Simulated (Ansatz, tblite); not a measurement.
# GeEt(NMe2)3 (C8H23GeN3): rung by rung

One table from this session's results is given with a row withheld; the runs are named, their logs left out.

The runs use Ansatz 0.2.0, Gaussian basis; as each input shows.

Plan: GFN1-xTB, GFN2-xTB, PBE-D4/def2-TZVP, r2SCAN-D4/def2-TZVP, PBE-D4/def2-SVP, PBE0-D4/def2-SVP, HF/STO-3G, HF/6-31G, B3LYP-D4/6-31G, MP2/def2-SVP.

3 further runs of the same task are left out: 2 that didn't finish, 1 set aside as unsound or not needed.

### The geometry

The singlet was relaxed beforehand with r2SCAN-D4/def2-SVP.

35 atoms, charge 0, spin multiplicity 1.

Bond lengths: Ge1–C2 1.958 Å, Ge1–N9 1.836 Å, Ge1–N18 1.846 Å, Ge1–N27 1.847 Å, C2–C3 1.530 Å, C2–H4 1.103 Å, C2–H5 1.104 Å, C3–H6 1.102 Å, C3–H7 1.102 Å, C3–H8 1.102 Å, N9–C10 1.444 Å, N9–C11 1.444 Å, C10–H12 1.114 Å, C10–H13 1.101 Å, C10–H14 1.110 Å, C11–H15 1.101 Å, C11–H16 1.110 Å, C11–H17 1.113 Å and more. Angles: C2–Ge1–N9 115.2°, C2–Ge1–N18 109.1°, C2–Ge1–N27 109.0°, N9–Ge1–N18 103.1°, N9–Ge1–N27 103.1°, N18–Ge1–N27 117.5°, Ge1–C2–C3 111.5°, Ge1–C2–H4 110.5°, Ge1–C2–H5 106.5°, C3–C2–H4 111.2°, C3–C2–H5 110.7°, H4–C2–H5 106.2°, C2–C3–H6 111.8°, C2–C3–H7 111.7°, C2–C3–H8 111.1°, H6–C3–H7 107.6°, H6–C3–H8 107.6°, H7–C3–H8 106.9° and more.

PBE0-D4/def2-TZVP was run before; its log isn't repeated, and its numbers join the tables.

Set-up of the first run:

Tight binding, by tblite at 300 K electronic temperature and without a spin-polarisation term:

```python
tblite.interface.Calculator('GFN1-xTB', numbers, positions, charge=0, uhf=0).singlepoint()
```

Tight binding, by tblite at 300 K electronic temperature and without a spin-polarisation term:

```python
tblite.interface.Calculator('GFN2-xTB', numbers, positions, charge=0, uhf=0).singlepoint()
```

start.molden holds the orbitals of an earlier run on this state, given as this run's starting guess.

in.yaml

```yaml
crystal:
  periodic: [false, false, false]
  atoms:
    - {symbol: Ge, position_ang: [-0.053180, 0.108212, 0.248179]}
    - {symbol: C, position_ang: [0.072293, -0.013370, 2.198145]}
    - {symbol: C, position_ang: [1.086191, -1.074700, 2.628718]}
    - {symbol: H, position_ang: [-0.920807, -0.208554, 2.637762]}
    - {symbol: H, position_ang: [0.376494, 0.985501, 2.556104]}
    - {symbol: H, position_ang: [1.179502, -1.131784, 3.725650]}
    - {symbol: H, position_ang: [0.804903, -2.076953, 2.266165]}
    - {symbol: H, position_ang: [2.086136, -0.855696, 2.221062]}
    - {symbol: N, position_ang: [1.554050, 0.228313, -0.632185]}
    - {symbol: C, position_ang: [2.302664, 1.463267, -0.619386]}
    - {symbol: C, position_ang: [2.356286, -0.938959, -0.912716]}
    - {symbol: H, position_ang: [3.130415, 1.457009, 0.125544]}
    - {symbol: H, position_ang: [1.638364, 2.308740, -0.382339]}
    - {symbol: H, position_ang: [2.765594, 1.662401, -1.608179]}
    - {symbol: H, position_ang: [1.742530, -1.849826, -0.839005]}
    - {symbol: H, position_ang: [2.784879, -0.895626, -1.935775]}
    - {symbol: H, position_ang: [3.214016, -1.048440, -0.211682]}
    - {symbol: N, position_ang: [-0.898420, 1.685309, -0.205687]}
    - {symbol: C, position_ang: [-1.960072, 2.211309, 0.618895]}
    - {symbol: C, position_ang: [-1.022033, 2.046793, -1.600099]}
    - {symbol: H, position_ang: [-1.981648, 3.318781, 0.572176]}
    - {symbol: H, position_ang: [-1.812899, 1.934483, 1.674558]}
    - {symbol: H, position_ang: [-2.972462, 1.858964, 0.316814]}
    - {symbol: H, position_ang: [-0.185455, 1.622528, -2.177573]}
    - {symbol: H, position_ang: [-1.970934, 1.694565, -2.062976]}
    - {symbol: H, position_ang: [-0.992022, 3.148016, -1.725036]}
    - {symbol: N, position_ang: [-0.771529, -1.462608, -0.405767]}
    - {symbol: C, position_ang: [-1.729574, -2.226411, 0.356417]}
    - {symbol: C, position_ang: [-0.931146, -1.611786, -1.835542]}
    - {symbol: H, position_ang: [-2.787131, -1.946429, 0.147908]}
    - {symbol: H, position_ang: [-1.561176, -2.106392, 1.437767]}
    - {symbol: H, position_ang: [-1.636816, -3.307973, 0.130363]}
    - {symbol: H, position_ang: [-0.178227, -1.010415, -2.369180]}
    - {symbol: H, position_ang: [-0.792715, -2.668751, -2.141232]}
    - {symbol: H, position_ang: [-1.936049, -1.299498, -2.197859]}
basis:
  gaussian: {orbitals: def2-TZVP, initial_orbitals: start.molden}
hamiltonian: {xc: pbe, dispersion: d4}
scf: {omitted_lower_state_checks: [starts]}
output: {forces: true, orbitals: {seedname: orbitals}}
```

Started as:

```bash
$ ansatz run in.yaml --threads 4 --pin off --events-out ev --progress --plain --max-ram 6963MiB
```

Among the steps run: PBE-D4/def2-TZVP; r2SCAN-D4/def2-TZVP; PBE-D4/def2-SVP; PBE0-D4/def2-SVP; HF/STO-3G; HF/6-31G; B3LYP-D4/6-31G; MP2/def2-SVP.

One of the session's tables, all rows but one given; the rest of the session is left out.

It belongs to the step «Binding energy». 

| level | binding an atom (eV) |
| --- | --- |
| HF/STO-3G | 3.570 |
| HF/6-31G | 2.704 |
| HF/def2-SVP | 2.892 |
| PBE-D4/def2-SVP | 4.035 |
| PBE-D4/def2-TZVP | 4.000 |
| r2SCAN-D4/def2-TZVP | ? |
| B3LYP-D4/6-31G | 3.874 |
| PBE0-D4/def2-SVP | 3.982 |
| PBE0-D4/def2-TZVP | 3.942 |
| MP2/def2-SVP | 3.767 |

**Question.** Estimate the row for r2SCAN-D4/def2-TZVP.

**Answer.** binding an atom (eV): 3.918. In the column «binding an atom (eV)» it lies between B3LYP-D4/6-31G (3.874) and PBE0-D4/def2-TZVP (3.942).

Limits of these values: Free atoms were run apart at each level; binding is atoms less cluster, divided by the number of atoms, without zero-point or spin-orbit terms.
